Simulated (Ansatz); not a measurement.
# AlH2Br (SMILES [H][Al]([H])[Br]): levels of theory compared

Aim: a comparison of 6 runs (UHF/STO-3G, UB3LYP/STO-3G, wB97X/STO-3G, MP2/STO-3G, CCSDT(Q)/STO-3G, CCSD(T)/STO-3G) of AlH2Br. 

The calculation is run with Ansatz 0.2.0.

51 further runs of the same task are left out: 2 that didn't finish, 49 set aside as unsound or not needed.

## Step 1: The structure to begin with

The species is AlH2Br (4 atoms), meant as a singlet with charge 0. As SMILES, `[H][Al]([H])[Br]`. The H3–Al1 distance was set to 2.301 Å, away from the relaxed value. At this shape a bond of the SMILES string is far longer than usual.

Bond lengths: Al1–Br4 2.240 Å, Al1–H2 1.534 Å. Angles: H2–Al1–Br4 120.8°.

## Step 2: The energy at UHF/STO-3G (run 1)

Input file molecule.yaml:

```yaml
crystal:
  periodic: [false, false, false]
  atoms:
    - {symbol: Al, position_ang: [0.449263, -0.532123, 0.012476]}
    - {symbol: H, position_ang: [1.983173, -0.534213, 0.023156]}
    - {symbol: H, position_ang: [-0.640600, 1.494120, -0.021230]}
    - {symbol: Br, position_ang: [-0.701927, -2.454113, 0.019296]}
basis:
  gaussian:
    orbitals: STO-3G
magnetization:
  spin_polarized: true
hamiltonian:
  xc: hf
accuracy: high
```

Command:

```console
ansatz run molecule.yaml --threads 1 --pin off --max-ram 2610MiB --events-out events.jsonl --progress --plain --runs-dir runs
```

Standard output:

```text
Warning: RAYON_NUM_THREADS=1 ignored (pool sized by the plan → 1); use --threads N
Functional definition: HF
  name "HF"
  exchange = exact_x
  correlation = 0
412 factors; integrals over basis functions are off by at most 1.0e-8 eV
mean field evaluation 1: about -75774.6666 eV, gradient 1.4e1 eV
mean field evaluation 2: about -75774.6760 eV, gradient 1.4e1 eV
mean field evaluation 4: about -75777.0927 eV, gradient 7.3e-1 eV
mean field evaluation 8: about -75777.0972 eV, gradient 1.1e-5 eV
mean field evaluation 16: about -75777.0972 eV, gradient 9.8e-6 eV
mean field evaluation 32: about -75777.5885 eV, gradient 3.4e-7 eV
mean field -75777.58852029 eV, -2784.7750142265 hartree, gradient 1.5e-8 eV, S^2 0.551674; 2 other end points of the search recorded, 0 dependent functions left out
reference -75777.58852029 eV, -2784.7750142265 hartree; 25, 25 occupied and 4, 4 virtual orbitals, 412 factors
Total energy: -75777.58852029 eV, -2784.7750142265 hartree
```

Run time: 0.48 s. Hardware: 1 thread of Arm Neoverse V1, shared host.

## Step 3: A single-point energy at UB3LYP/STO-3G (run 2)

Input file in.yaml:

```yaml
crystal:
  periodic: [false, false, false]
  atoms:
    - {symbol: Al, position_ang: [0.449263, -0.532123, 0.012476]}
    - {symbol: H, position_ang: [1.983173, -0.534213, 0.023156]}
    - {symbol: H, position_ang: [-0.640600, 1.494120, -0.021230]}
    - {symbol: Br, position_ang: [-0.701927, -2.454113, 0.019296]}
basis:
  gaussian:
    orbitals: STO-3G
accuracy: high
hamiltonian:
  xc: {name: B3LYP}
magnetization:
  spin_polarized: true
```

Command:

```console
ansatz run in.yaml --threads 1 --pin off --max-ram 2610MiB --events-out events.jsonl --progress --plain --runs-dir runs
```

Standard output:

```text
Warning: RAYON_NUM_THREADS=1 ignored (pool sized by the plan → 1); use --threads N
Functional definition: B3LYP
  name "B3LYP"
  parameter a0 = 0.2
  parameter ax = 0.72
  parameter ac = 0.81
  exchange = (1 - a0 - ax)*slater_x + ax*b88_x + a0*exact_x
  correlation = (1 - ac)*vwn_rpa_c + ac*lyp_c
412 factors; integrals over basis functions are off by at most 1.0e-8 eV
mean field evaluation 1: about -75824.2757 eV, gradient 1.9e1 eV
mean field evaluation 2: about -75819.1839 eV, gradient 2.7e1 eV
mean field evaluation 4: about -75828.3738 eV, gradient 8.4e-1 eV
mean field evaluation 8: about -75828.3414 eV, gradient 2.3e-3 eV
mean field evaluation 16: about -75828.3414 eV, gradient 3.1e-9 eV
mean field -75828.34138986 eV, -2786.6401477814 hartree, gradient 3.1e-9 eV, S^2 0.000000; 1 other end points of the search recorded, 0 dependent functions left out
reference -75828.34141740 eV, -2786.6401487938 hartree; 25, 25 occupied and 4, 4 virtual orbitals, 412 factors
Total energy: -75828.34141740 eV, -2786.6401487938 hartree
```

It took 2.4 s on 1 thread of Arm Neoverse V1, shared host; peak memory 0.14 GiB.

Runs 3 to 5 aren't shown in full; the table further down has their settings and results.

## Step 4: A single-point energy at CCSD(T)/STO-3G (run 6)

Input file job.yaml:

```yaml
basis:
  gaussian:
    orbitals: STO-3G
crystal:
  periodic: [false, false, false]
  atoms:
    - symbol: Al
      position_ang: [0.449263, -0.532123, 0.012476]
    - symbol: H
      position_ang: [1.983173, -0.534213, 0.023156]
    - symbol: H
      position_ang: [-0.640600, 1.494120, -0.021230]
    - symbol: Br
      position_ang: [-0.701927, -2.454113, 0.019296]
correlation:
  method: ccsd_t
  frozen_orbitals: {Al: 5, Br: 9, H: 0}
accuracy: high
scf:
  omitted_lower_state_checks: [cluster_reference, increment]
```

Command:

```console
ansatz run job.yaml --threads 1 --pin off --max-ram 2610MiB --events-out events.jsonl --progress --plain --runs-dir runs
```

Standard output:

```text
Warning: RAYON_NUM_THREADS=1 ignored (pool sized by the plan → 1); use --threads N
[... 11 lines left out ...]
14 core orbitals not correlated: weight in the atoms' cores, before any rotation towards them, 0.999 or more for the frozen orbitals, at most 0.000 for the correlated occupied ones
[... 26 lines left out ...]
Total energy: -75779.45384938 eV, -2784.8435638062 hartree
Checks for a lower state left out: cluster_reference, increment
```

It took 0.28 s on 1 thread of Arm Neoverse V1, shared host.

## Step 5: The series

```
run            level  frozen core orbitals   energy (Eh)  wall time
  1       UHF/STO-3G                     –  -2784.775014     0.48 s
  2    UB3LYP/STO-3G                     –  -2786.640149      2.4 s
  3     wB97X/STO-3G                     –  -2786.695628      6.9 s
  4       MP2/STO-3G                    14  -2784.810597     0.24 s
  5  CCSDT(Q)/STO-3G                    14  -2784.844124     0.58 s
  6   CCSD(T)/STO-3G                    14  -2784.843564     0.28 s
```

## Step 6: Summary of results

```
                                           quantity           value
                                run 6: total energy  -2784.84356 Eh
run 6: correlation energy (14 core orbitals frozen)       -86.6 mEh
                              run 6: (T) correction       -1.63 mEh
                               run 6: T1 diagnostic           0.013
```

Below the UHF energy at the same shape and in the same basis (STO-3G): MP2 -35.6 mEh; CCSDT(Q) -69.1 mEh; CCSD(T) -68.5 mEh. Some of these start from another determinant than that one, so these aren't their correlation energies. Totals of different functionals can't be ranked against each other. In runs 4, 5, 6 the log says that unrestricted orbitals would lower the reference, so the values rest on an unstable closed-shell determinant (other closed-shell runs at this shape may share the fault). In runs 1, 2, 3, 4, 5, 6 the basis is minimal, so the values are rough. Spin contamination of the reference: run 1 ⟨S²⟩ = 0.55. All runs together took 11 s, the longest 6.9 s.
